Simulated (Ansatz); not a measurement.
Crystal: MgSiH2O4.

```
CELL_PARAMETERS angstrom
4.33505 0.00000 0.00000
0.00000 2.85961 0.00000
-0.27988 0.00000 4.79298
ATOMIC_POSITIONS crystal
Si 0.00098 0.00000 0.00247
Mg 0.50036 0.50000 0.47539
O 0.77189 0.50000 0.10642
O 0.80259 0.00000 0.65865
O 0.24809 0.50000 0.85942
O 0.22371 0.00000 0.30909
H 0.46535 0.50000 0.97146
H 0.97852 0.00000 0.51691
```

The cell comes from a database or a generator and needn't be the stable form of this composition.

```yaml
Program: Ansatz 0.2.0
Task: single point
Functional: PBE
Potentials_or_basis: Ansatz PAW
Cutoff: "420 eV (not typed: the program's choice for these potentials)"
k_mesh: 6 × 9 × 6
Occupations: fermi-dirac, width 0.05 eV
Spin: no spin polarisation
```

On this cell: pressure -0.1 GPa; largest force 0.203 eV/Å; band gap on the k mesh 4.79 eV, indirect (least direct gap 4.83 eV).

The same run follows on a disturbed copy (atoms moved at random, drawn with an rms of 0.05 Å):

```
Si Mg O H
1.0
     4.33505    0.00000    0.00000
     0.00000    2.85961    0.00000
    -0.27988    0.00000    4.79298
Si Mg O H
1 1 4 2
Cartesian
  -0.0053 -0.0015 -0.0180
  2.0811 1.5052 2.3127
  3.3724 1.4347 0.5027
  3.2724 0.0164 3.1995
  0.8888 1.4560 4.1424
  0.8823 -0.0365 1.4972
  1.7516 1.3865 4.6692
  4.0876 -0.0210 2.4754
```

Problem. What does the disturbed cell give?

Solution. The energy moves by +23.3 meV/atom; pressure 1.1 GPa; largest force 1.865 eV/Å; band gap on the k mesh 4.50 eV, direct.

Forces on the atoms (eV/Å):
```
Si   1.057  0.035  1.536
Mg  -0.571 -0.772 -0.414
O   -0.517 -0.210  0.300
O    0.829  0.085 -1.000
O   -1.110 -0.322 -0.911
O   -0.139  0.743 -0.012
H    0.413  0.304  0.381
H    0.038  0.137  0.121
```

Stress tensor (GPa, compression positive):
```
1.19 0.31 2.42
0.31 0.98 0.58
2.42 0.58 1.26
```

Caveats: odd divisions of the mesh miss points on the zone boundary, where band edges often lie, so the gap on the mesh can be too wide.

A k mesh can miss the band edges.
